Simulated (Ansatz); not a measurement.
# Na (bcc type): how the settings move a single-point run

How sensitive is a single-point run of Na (bcc type) to its settings? A reference run comes first, then one run with altered input.

Computed with Ansatz 0.2.0 (reference: DFT, PBE, all-electron LAPW, scalar-relativistic, unless a step's input says otherwise).

### 1 The system as given

Symmetry: Im-3m, No. 229, cubic system. Conventional cell: a = 3.168 Å, b = 3.168 Å, c = 3.168 Å, α = 90.00°, β = 90.00°, γ = 90.00°. Around Na (site symmetry m-3m) lie 8 Na at 2.74 Å.

Coordinates:

```
CELL_PARAMETERS angstrom
-1.58396 1.58396 1.58396
1.58396 -1.58396 1.58396
1.58396 1.58396 -1.58396
ATOMIC_POSITIONS crystal
Na 0.00000 0.00000 0.00000
```

### 2 The reference run

File input.yaml:

```yaml
crystal:
  lattice:
    - [-1.5839621755, 1.5839621755, 1.5839621755]
    - [1.5839621755, -1.5839621755, 1.5839621755]
    - [1.5839621755, 1.5839621755, -1.5839621755]
  atoms:
    - { symbol: Na, position: [0.0, 0.0, 0.0] }
kpoints:
  mp_grid: { grid: [13, 13, 13] }
  band_path:
    path:
      - [0.0, 0.0, 0.0]
      - [0.5, -0.5, 0.5]
      - [0.0, 0.0, 0.5]
      - [0.0, 0.0, 0.0]
      - [0.25, 0.25, 0.25]
      - [0.5, -0.5, 0.5]
      - [0.25, 0.25, 0.25]
      - [0.0, 0.0, 0.5]
    npoints: 8
scf:
  occupations: { method: fermi_dirac, width: 0.05 }
hamiltonian:
  xc: pbe
  pseudopotentials: { kind: all_electron, lapw: { basis_error: 0.001 } }
output:
  forces: true
  stress: true
  eigenvalues: true
  populations: true
  dos: { projected: true, de: 0.2, e_range: [-14, 8] }
```

Run with:

```
$ ansatz run input.yaml --threads 1 --pin off --max-ram 2048MiB --backend cpu --events-out ev --progress --plain --runs-dir out
```

### 3 Changed: xc pbesol, xc_grid 3

input.yaml: that of step 2 with these lines changed.

```diff
@@ -23,3 +23,3 @@
 hamiltonian:
-  xc: pbe
+  xc: pbesol
   pseudopotentials: { kind: all_electron, lapw: { basis_error: 0.001 } }
@@ -30,2 +30,3 @@
   populations: true
-  dos: { projected: true, de: 0.2, e_range: [-14, 8] }
+basis:
+  xc_grid: 3
```

What does the calculation give? Wanted: for each run, ending; energy change; pressure; gap; force.

**Answer**, as computed:

```
                    run     ending   energy change  pressure (GPa)  gap (eV)  force (eV/Å)  cycles   time
              reference  converged               -            32.0      0.00          0.00       5  7.9 s
1: xc pbesol, xc_grid 3  converged  not comparable            30.5      0.00          0.00       5  6.6 s
```

Times don't compare one to one where runs were asked for different outputs or read a saved state (see the inputs); cycles may leave out searches for a lower state.

Residual by cycle in the longest SCF loop of each run; runs are numbered as in the table. The quantity is the density residual dr2, in eV.

```
cycle  reference    run 1
    1    0.00655  0.00662
    2    0.00154  0.00149
    3     6.7e-5   8.8e-5
    4     2.0e-7   1.6e-7
    5    6.1e-10  1.2e-10
```

**Reading.** Total energies don't compare across a change of functional; the pressure goes from 32.0 to 30.5 GPa. The numerical grids changed too. The structure is not at rest: the sound run finds 32 GPa, so these are no properties of the relaxed crystal. 
